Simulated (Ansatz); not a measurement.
# ClH₃NO₂Ta: a ladder of functionals and wavefunction methods

The task here is to estimate one member of a computed series from the others.

Computed with Ansatz 0.2.0, Gaussian basis. Level: functionals in def2-TZVPP, the program's frozen cores in correlated methods.

Plan: LDA (SPW92), PBE-D4, revPBE-D4, BLYP-D4, r2SCAN-D4, B97M-V, PBE0-D4, B3LYP-D4, r2SCANh-D4, r2SCAN0-D4, HSE06-D4, BHLYP-D4, CAM-B3LYP-D4, LC-ωPBE, ωB97X-V, ωB97M-V, B2PLYP, PBE-QIDH; CCSD(T)/def2-SVP; CCSD(T)/def2-TZVPP; MP2/def2-QZVPP; extrapolation to the limit; RPA on PBE.

## The geometry

All runs share one geometry, relaxed beforehand with PBE0-D4 in a triple-zeta def2 set. Ta takes the def2 core potential; no spin-orbit term is included.

SMILES `[NH]=[Ta]([OH])([OH])[Cl]`, 8 atoms, charge 0, spin multiplicity 1.

Atoms are counted from 1 here; the program's logs count them from 0.

Bond lengths: N1–Ta2 1.760 Å, N1–H6 1.006 Å, Ta2–O3 1.900 Å, Ta2–O4 1.900 Å, Ta2–Cl5 2.324 Å, O3–H7 0.957 Å, O4–H8 0.957 Å. Angles: Ta2–N1–H6 178.3°, N1–Ta2–O3 108.9°, N1–Ta2–O4 108.9°, N1–Ta2–Cl5 109.1°, O3–Ta2–O4 108.7°, O3–Ta2–Cl5 110.6°, O4–Ta2–Cl5 110.6°, Ta2–O3–H7 130.0°, Ta2–O4–H8 130.0°.

The first run:

in.yaml reads:

```yaml
crystal:
  periodic: [false, false, false]
  atoms:
    - {symbol: N, position_ang: [-0.826899, 0.881897, 0.863543]}
    - {symbol: Ta, position_ang: [0.123901, 0.078154, -0.380850]}
    - {symbol: O, position_ang: [1.873236, -0.238215, 0.288915]}
    - {symbol: O, position_ang: [-0.682114, -1.593120, -0.788318]}
    - {symbol: Cl, position_ang: [0.203698, 1.429506, -2.269683]}
    - {symbol: H, position_ang: [-1.374372, 1.364479, 1.555347]}
    - {symbol: H, position_ang: [2.263425, 0.004790, 1.128376]}
    - {symbol: H, position_ang: [-1.488676, -1.984491, -0.453228]}
basis:
  gaussian: {orbitals: def2-TZVPP}
hamiltonian: {xc: lda}
output: {orbitals: {seedname: orbitals}}
```

Steps of the session up to this table: LDA; PBE-D4 (GGA); revPBE-D4 (GGA); BLYP-D4 (GGA); r2SCAN-D4 (meta-GGA); B97M-V (meta-GGA); PBE0-D4 (hybrid); B3LYP-D4 (hybrid); r2SCANh-D4 (hybrid); r2SCAN0-D4 (hybrid); HSE06-D4 (hybrid); BHLYP-D4 (hybrid); CAM-B3LYP-D4 (range-separated); LC-ωPBE-D4 (range-separated; the results give it without D4); ωB97X-V (range-separated); ωB97M-V (range-separated); B2PLYP (double hybrid); PBE-QIDH (double hybrid).

One of the session's tables, all rows but one given; the rest of the session is left out.

It belongs to the step «Orbital energies across the functionals». 

| functional | HOMO (eV) | gap (eV) |
| --- | --- | --- |
| LDA (SPW92) | -6.81 | 5.04 |
| PBE-D4 | -6.61 | 5.10 |
| revPBE-D4 | -6.53 | 5.13 |
| BLYP-D4 | -6.45 | 5.04 |
| r2SCAN-D4 | -6.90 | 5.55 |
| B97M-V | -6.90 | 5.60 |
| PBE0-D4 | -7.96 | 7.28 |
| B3LYP-D4 | ? | ? |
| r2SCANh-D4 | -7.41 | 6.36 |
| r2SCAN0-D4 | -8.16 | 7.59 |
| HSE06-D4 | -7.55 | 6.50 |
| BHLYP-D4 | -9.15 | 9.45 |
| CAM-B3LYP-D4 | -9.31 | 9.73 |
| LC-ωPBE | -10.71 | 12.32 |
| ωB97X-V | -10.33 | 11.84 |
| ωB97M-V | -10.22 | 11.35 |

Estimate the missing values for B3LYP-D4.

Worked estimate for «HOMO (eV)». Against the share of exact exchange, BLYP-D4 (0, -6.45), BHLYP-D4 (0.5, -9.15) give a slope of -5.40 per unit share; at 0.2 the line stands at -7.53.

**Answer.** HOMO (eV): -7.69; gap (eV): 6.78. In «HOMO (eV)» the line misses by +0.16.
